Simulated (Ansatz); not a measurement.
# BFH4O3 (built from SMILES F.OB(O)O): search for a transition state

Wanted: the transition state of a four-centre ligand exchange (form B1–F6, O2–H5 and break B1–O2, H5–F6). The guess is relaxed with those distances held, a saddle search follows, and vibrations and two downhill relaxations check it.

The runs use Ansatz 0.2.0, Gaussian basis; PBE0-D4, def2-SVP first, then def2-TZVP.

152 further runs of the same task are left out: 152 set aside as unsound or not needed. Runs told in other sessions of the task aren't counted.

## Step 1: The starting structure

The guess: 9 atoms, charge 0, spin multiplicity 1.

Atoms are counted from 1 here; the program's logs count them from 0.

Bond lengths: B1–O2 1.543 Å, B1–O3 1.340 Å, B1–O4 1.347 Å, O2–H5 1.137 Å, O2–H7 0.964 Å, O3–H8 0.955 Å, O4–H9 0.955 Å. Angles: O2–B1–O3 118.7°, O2–B1–O4 111.5°, O3–B1–O4 124.2°, B1–O2–H5 81.6°, B1–O2–H7 108.8°, H5–O2–H7 109.0°, B1–O3–H8 117.0°, B1–O4–H9 115.2°.

Coordinates:

```mol
BFH4O3
  3D, bonds by distance, orders not assigned

  9  7  0  0  0  0  0  0  0  0999 V2000
   -0.2588   -0.0941   -0.1964 B   0  0
    1.1989    0.3990   -0.3162 O   0  0
   -0.5271   -1.3805   -0.4595 O   0  0
   -1.1365    0.9130   -0.3667 O   0  0
    1.1592    0.2716    0.8125 H   0  0
    0.2681   -0.0946    1.6464 F   0  0
    1.1926    1.3399   -0.5255 H   0  0
    0.1602   -2.0146   -0.2651 H   0  0
   -2.0567    0.6602   -0.3295 H   0  0
  1  2  8  0
  1  3  8  0
  1  4  8  0
  2  5  8  0
  2  7  8  0
  3  8  8  0
  4  9  8  0
M  END
```

Distances that are to change: B1–F6 1.92 Å, O2–H5 1.14 Å, B1–O2 1.54 Å, H5–F6 1.27 Å.

## Step 2: Constrained relaxation of the guess

The input, hold/in.yaml:

```yaml
crystal:
  periodic: [false, false, false]
  atoms:
    - {symbol: B, position_ang: [-0.258800, -0.094100, -0.196400]}
    - {symbol: O, position_ang: [1.198900, 0.399000, -0.316200]}
    - {symbol: O, position_ang: [-0.527100, -1.380500, -0.459500]}
    - {symbol: O, position_ang: [-1.136500, 0.913000, -0.366700]}
    - {symbol: H, position_ang: [1.159200, 0.271600, 0.812500]}
    - {symbol: F, position_ang: [0.268100, -0.094600, 1.646400]}
    - {symbol: H, position_ang: [1.192600, 1.339900, -0.525500]}
    - {symbol: H, position_ang: [0.160200, -2.014600, -0.265100]}
    - {symbol: H, position_ang: [-2.056700, 0.660200, -0.329500]}
basis:
  gaussian: {orbitals: def2-SVP}
hamiltonian: {xc: pbe0, dispersion: d4}
relax: {f_tol: 0.04, max_steps: 150, escape_saddle: false, constraints: [{distance: [0, 5]}, {distance: [1, 4]}, {distance: [0, 1]}, {distance: [4, 5]}]}
```

The run is started by

```bash
$ ansatz run in.yaml --threads 4 --pin off --events-out ev --progress --plain --max-ram 9574MiB
```

After this run come: Force constants to start from; Saddle search in the small basis; Saddle search in triple zeta; Vibrations at the point found; Relaxing after a step of 0.30 Å one way along the mode; Relaxing after a step of 0.30 Å the other way along the mode.

Q: Predict the outcome of this session. Wanted: imaginary mode; barrier from the start side; barrier from the end side; energy of the step; pairs that change; zero-point energy at the saddle.

**Answer**, as computed:

| quantity | value |
| --- | --- |
| imaginary mode | 938i cm⁻¹ |
| barrier from the start side | 120.4 kJ/mol |
| barrier from the end side | 108.1 kJ/mol |
| energy of the step | +12.3 kJ/mol |
| pairs that change | B1–F6 formed, O2–H5 formed, B1–O2 broken, H5–F6 broken |
| zero-point energy at the saddle | 1.595 eV |

What this shows: The point has a single imaginary mode (938i cm⁻¹), as a transition state must. It joins the planned start and end. At PBE0-D4/def2-TZVP the electronic barrier is 120.4 kJ/mol, about 49 kT at 298 K, and the step runs 12.3 kJ/mol uphill. A step off the saddle overshot and began above it in energy, so the link to its end is likely but not proven. The ends are the nearest minima, not always the lowest complexes.
